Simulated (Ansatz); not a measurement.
**C6H9OSc: a ladder of functionals and wavefunction methods**

An exercise on one series of results from a longer session: the logs are not shown, and one member is left open.

The runs use Ansatz 0.2.0, Gaussian basis; functionals in def2-TZVPP, the program's frozen cores in correlated methods.

Levels to be run: LDA (SPW92), PBE-D4, revPBE-D4, BLYP-D4, r2SCAN-D4, B97M-V, PBE0-D4, B3LYP-D4, r2SCANh-D4, r2SCAN0-D4, HSE06-D4, BHLYP-D4, CAM-B3LYP-D4, LC-ωPBE, ωB97X-V, ωB97M-V, B2PLYP, PBE-QIDH; CCSD(T)/def2-SVP; CCSD(T)/def2-TZVPP; MP2/def2-QZVPP; extrapolation to the limit; RPA on PBE.

1 further run of the same task is left out (it didn't finish).

### Structure used throughout

The geometry comes from an earlier relaxation with PBE0-D4 in a triple-zeta def2 set; it is a stationary point, not always the lowest conformer.

SMILES `[CH3][Sc]1234([OH])[C@H]5[C@@H]1[C@@H]2[C@@H]3[C@H]54`, 17 atoms, charge 0, spin multiplicity 1.

Atoms are counted from 1 here; the program's logs count them from 0.

Bond lengths: C1–Sc2 2.203 Å, C1–H9 1.098 Å, C1–H10 1.098 Å, C1–H11 1.097 Å, Sc2–O3 1.864 Å, Sc2–C4 2.471 Å, Sc2–C5 2.466 Å, Sc2–C6 2.466 Å, Sc2–C7 2.472 Å, Sc2–C8 2.488 Å, O3–H12 0.952 Å, C4–C5 1.414 Å, C4–C8 1.410 Å, C4–H13 1.082 Å, C5–C6 1.408 Å, C5–H14 1.081 Å, C6–C7 1.414 Å, C6–H15 1.081 Å and more. Angles: Sc2–C1–H9 112.4°, Sc2–C1–H10 112.5°, Sc2–C1–H11 111.3°, H9–C1–H10 105.9°, H9–C1–H11 107.2°, H10–C1–H11 107.2°, C1–Sc2–O3 112.3°, C1–Sc2–C4 105.4°, C1–Sc2–C5 138.6°, C1–Sc2–C6 137.7°, C1–Sc2–C7 104.5°, C1–Sc2–C8 87.8°, O3–Sc2–C4 133.0°, O3–Sc2–C5 105.8°, O3–Sc2–C6 106.2°, O3–Sc2–C7 134.0°, O3–Sc2–C8 159.9°, C4–Sc2–C5 33.3° and more.

As a file:

```
C     0.49891   -2.37711   -0.38270
Sc    0.77572   -0.19109   -0.38856
O     2.40127    0.31282   -1.14909
C    -1.50243    0.75992   -0.50023
C    -0.61064    1.84760   -0.35858
C    -0.00935    1.75162    0.91144
C    -0.53067    0.60511    1.55369
C    -1.46082   -0.00150    0.68563
H     0.37196   -2.77965    0.63127
H    -0.39234   -2.68875   -0.94372
H     1.35923   -2.88970   -0.82984
H     3.19157    0.70253   -1.51010
H    -2.11835    0.55224   -1.36477
H    -0.41462    2.61271   -1.09635
H     0.72701    2.43109    1.31680
H    -0.26809    0.25695    2.54348
H    -2.01836   -0.90477    0.88162
```

Set-up of the first run:

in.yaml reads:

```yaml
crystal:
  periodic: [false, false, false]
  atoms:
    - {symbol: C, position_ang: [0.498915, -2.377113, -0.382698]}
    - {symbol: Sc, position_ang: [0.775720, -0.191089, -0.388563]}
    - {symbol: O, position_ang: [2.401268, 0.312820, -1.149095]}
    - {symbol: C, position_ang: [-1.502434, 0.759919, -0.500232]}
    - {symbol: C, position_ang: [-0.610638, 1.847596, -0.358583]}
    - {symbol: C, position_ang: [-0.009353, 1.751624, 0.911443]}
    - {symbol: C, position_ang: [-0.530668, 0.605109, 1.553692]}
    - {symbol: C, position_ang: [-1.460821, -0.001504, 0.685635]}
    - {symbol: H, position_ang: [0.371962, -2.779655, 0.631268]}
    - {symbol: H, position_ang: [-0.392339, -2.688747, -0.943720]}
    - {symbol: H, position_ang: [1.359234, -2.889703, -0.829843]}
    - {symbol: H, position_ang: [3.191571, 0.702529, -1.510098]}
    - {symbol: H, position_ang: [-2.118352, 0.552235, -1.364770]}
    - {symbol: H, position_ang: [-0.414623, 2.612707, -1.096349]}
    - {symbol: H, position_ang: [0.727008, 2.431088, 1.316802]}
    - {symbol: H, position_ang: [-0.268094, 0.256952, 2.543479]}
    - {symbol: H, position_ang: [-2.018356, -0.904769, 0.881622]}
basis:
  gaussian: {orbitals: def2-TZVPP}
hamiltonian: {xc: lda}
output: {orbitals: {seedname: orbitals}}
```

The run is started by

```sh
> ansatz run in.yaml --threads 2 --pin off --events-out ev --progress --plain --max-ram 20480MiB --backend cuda --devices 0, --max-vram 18GiB
```

Among the steps run: LDA; PBE-D4 (GGA); revPBE-D4 (GGA); BLYP-D4 (GGA); r2SCAN-D4 (meta-GGA); B97M-V (meta-GGA); B3LYP-D4 (hybrid); r2SCANh-D4 (hybrid); r2SCAN0-D4 (hybrid); HSE06-D4 (hybrid); BHLYP-D4 (hybrid); CAM-B3LYP-D4 (range-separated); LC-ωPBE (range-separated); ωB97X-V (range-separated); ωB97M-V (range-separated); B2PLYP (double hybrid); PBE-QIDH (double hybrid).

One of the session's tables, all rows but one given; the rest of the session is left out.

It belongs to the step «Frontier levels by functional». 

```
  functional  HOMO (eV)  LUMO (eV)  gap (eV)
 LDA (SPW92)      -5.32      -2.70      2.62
      PBE-D4      -5.16      -2.40      2.75
   revPBE-D4      -5.09      -2.24      2.85
     BLYP-D4      -5.02      -2.40      2.62
   r2SCAN-D4      -5.39      -2.16      3.24
      B97M-V      -5.45      -2.30      3.15
     PBE0-D4      -6.43      -1.39      5.04
    B3LYP-D4      -6.20      -1.76      4.44
  r2SCANh-D4      -5.87      -1.79      4.08
  r2SCAN0-D4          ?          ?         ?
    HSE06-D4      -6.02      -1.77      4.26
    BHLYP-D4      -7.58      -0.56      7.02
CAM-B3LYP-D4      -7.83      -0.52      7.31
     LC-ωPBE      -9.24       0.75      9.99
     ωB97X-V      -8.86       0.54      9.40
     ωB97M-V      -8.74       0.22      8.97
```

Q: Estimate the row for r2SCAN0-D4 from the others.

Worked estimate for «HOMO (eV)». Against the share of exact exchange, r2SCAN-D4 (0, -5.39), r2SCANh-D4 (0.1, -5.87) give a slope of -4.80 per unit share; at 0.25 the line stands at -6.59.

As computed: HOMO (eV): -6.59; LUMO (eV): -1.26; gap (eV): 5.34. In «HOMO (eV)» the line misses by 0.00.
